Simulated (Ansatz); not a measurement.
**Si2H4SCl (SMILES [SiH2]S[SiH2]Cl): ROCCSD(T)/6-31G(d,p) (spherical functions)**

What is the vertical ionisation energy of Si2H4SCl at ROCCSD(T)/6-31G** (spherical functions)? 

The calculation is run with Ansatz 0.2.0.

2 further runs of the same task are left out: 1 for a known fault of the program, 1 set aside as unsound or not needed.

## 1. The system as given

Si2H4SCl has 8 atoms, charge 0, and is taken as a doublet. SMILES: `[SiH2]S[SiH2]Cl`. Geometry: relaxed at PBE0-D4/def2-TZVP. This is one conformer, not always the lowest.

Bond lengths: Si1–S2 2.139 Å, S2–Si3 2.122 Å, Si3–Cl4 2.053 Å, Si1–H5 1.491 Å, Si1–H6 1.489 Å, Si3–H7 1.479 Å, Si3–H8 1.478 Å. Angles: Si1–S2–Si3 98.4°, S2–Si3–Cl4 111.9°, S2–Si1–H5 109.8°, S2–Si1–H6 106.4°, S2–Si3–H7 111.0°, S2–Si3–H8 106.5°, Cl4–Si3–H7 106.7°, Cl4–Si3–H8 108.7°, H5–Si1–H6 111.1°, H7–Si3–H8 112.1°.

## 2. A single-point energy at ROCCSD(T)/6-31G(d,p) (spherical functions)

Contents of molecule.yaml:

```yaml
basis:
  gaussian: {orbitals: 6-31G_st__st_-spherical.json}
crystal:
  periodic: [false, false, false]
  atoms:
    - {symbol: Si, position_ang: [-0.830000, 1.647200, 0.145600]}
    - {symbol: S, position_ang: [0.976900, 0.723000, 0.822600]}
    - {symbol: Si, position_ang: [0.614000, -1.237900, 0.096600]}
    - {symbol: Cl, position_ang: [-1.107300, -2.038700, 0.879200]}
    - {symbol: H, position_ang: [-1.242500, 1.052400, -1.158400]}
    - {symbol: H, position_ang: [-0.531700, 3.098400, 0.001500]}
    - {symbol: H, position_ang: [0.452700, -1.236900, -1.373300]}
    - {symbol: H, position_ang: [1.760100, -2.064600, 0.530300]}
magnetization: {spin_polarized: false, initial_magnetization: 1}
hamiltonian: {pseudopotentials: {relativity: none}}
correlation: {method: ccsd_t}
```

The basis set 6-31G** is read from a file made from the Basis Set Exchange's data (not shown).

The run is started by

```
$ ansatz run molecule.yaml --threads 1 --pin off --max-ram 2610MiB --events-out events.jsonl --progress --plain --runs-dir runs
```

The log of the run, cut to the lines that bear on the results:

```text
Warning: RAYON_NUM_THREADS=1 ignored (pool sized by the plan → 1); use --threads N
Functional definition: HF
  name "HF"
[...]
866 factors; integrals over basis functions are off by at most 1.7e-3 eV
[...]
mean field -39108.59447826 eV, -1437.2143383186 hartree, gradient 9.7e-7 eV, S^2 0.750000; 0 other end points of the search recorded, 0 dependent functions left out
20 core orbitals not correlated: weight in the atoms' cores, before any rotation towards them, 1.000 or more for the frozen orbitals, at most 0.000 for the correlated occupied ones
reference -39108.59447826 eV, -1437.2143383186 hartree; 13, 12 occupied and 59, 60 virtual orbitals, 866 factors
second order -11.25692074 eV of doubles, -0.02537413 eV of singles
cycle   1  -12.36685088 eV  change    -1.1e0 eV  update   8.4e-2
[...]
cycle  10  -12.80120265 eV  change    8.5e-6 eV  update   1.5e-5
perturbative correction -0.36394331 eV, -0.0133746700 hartree
Total energy: -39121.75962422 eV, -1437.6981485090 hartree
```

It took 17 s on 1 thread of Arm Neoverse V2, shared host; peak memory 0.49 GiB.

## 3. The singlet cation, same level

molecule.yaml, as its differences from that of step 2:

```diff
@@ -13,3 +13,3 @@
     - {symbol: H, position_ang: [1.760100, -2.064600, 0.530300]}
-magnetization: {spin_polarized: false, initial_magnetization: 1}
+total_charge: 1
 hamiltonian: {pseudopotentials: {relativity: none}}
```

The basis set 6-31G** is read from a file made from the Basis Set Exchange's data (not shown).

The run is started by

```
$ ansatz run molecule.yaml --threads 1 --pin off --max-ram 2610MiB --events-out events.jsonl --progress --plain --runs-dir runs
```

The log of the run, cut to the lines that bear on the results:

```text
Warning: RAYON_NUM_THREADS=1 ignored (pool sized by the plan → 1); use --threads N
[... 2 set-up lines as earlier in the session ...]
[...]
866 factors; integrals over basis functions are off by at most 1.7e-3 eV
[...]
mean field -39100.44975904 eV, -1436.9150254080 hartree, gradient 2.7e-6 eV, S^2 0.000000; 0 other end points of the search recorded, 0 dependent functions left out
20 core orbitals not correlated: weight in the atoms' cores, before any rotation towards them, 1.000 or more for the frozen orbitals, at most 0.000 for the correlated occupied ones
reference -39100.44975904 eV, -1436.9150254080 hartree; 12, 12 occupied and 60, 60 virtual orbitals, 866 factors
second order -11.41740299 eV of doubles, -0.00000000 eV of singles
cycle   1  -12.42753502 eV  change    -1.0e0 eV  update   1.1e-1
[...]
cycle  14  -12.95582612 eV  change   -1.1e-5 eV  update   7.8e-6
perturbative correction -0.45341539 eV, -0.0166627084 hartree
Total energy: -39113.85900056 eV, -1437.4078059446 hartree
```

Wall time 5.4 s (1 thread of Arm Neoverse V2, shared host); peak memory 0.31 GiB.

## 4. What came out

Level: ROCCSD(T)/6-31G** (spherical functions), 20 core orbitals frozen.

| quantity | value |
| --- | --- |
| doublet Si2H4SCl: total energy | -1437.69815 Eh |
| doublet Si2H4SCl: correlation energy (20 core orbitals frozen) | -483.8 mEh |
| doublet Si2H4SCl: (T) correction | -13.37 mEh |
| doublet Si2H4SCl: ⟨S²⟩ of the reference determinant | 0.750 |
| doublet Si2H4SCl: T1 diagnostic | 0.015 |
| singlet cation: total energy | -1437.40781 Eh |
| singlet cation: correlation energy (20 core orbitals frozen) | -492.8 mEh |
| singlet cation: (T) correction | -16.66 mEh |
| singlet cation: T1 diagnostic | 0.027 |
| vertical ionisation energy (to the singlet cation) | 7.901 eV |

**Reading.** Removing an electron at fixed nuclei costs 7.90 eV (182 kcal/mol). Only the singlet of the ionised species was computed; a triplet could lie lower. The triples (doublet Si2H4SCl) make up 2.8 % of the correlation energy. The T1 diagnostic (singlet cation) of 0.027 is above the customary mark for such species, so a single reference may not serve. The triples (singlet cation) make up 3.4 % of the correlation energy.
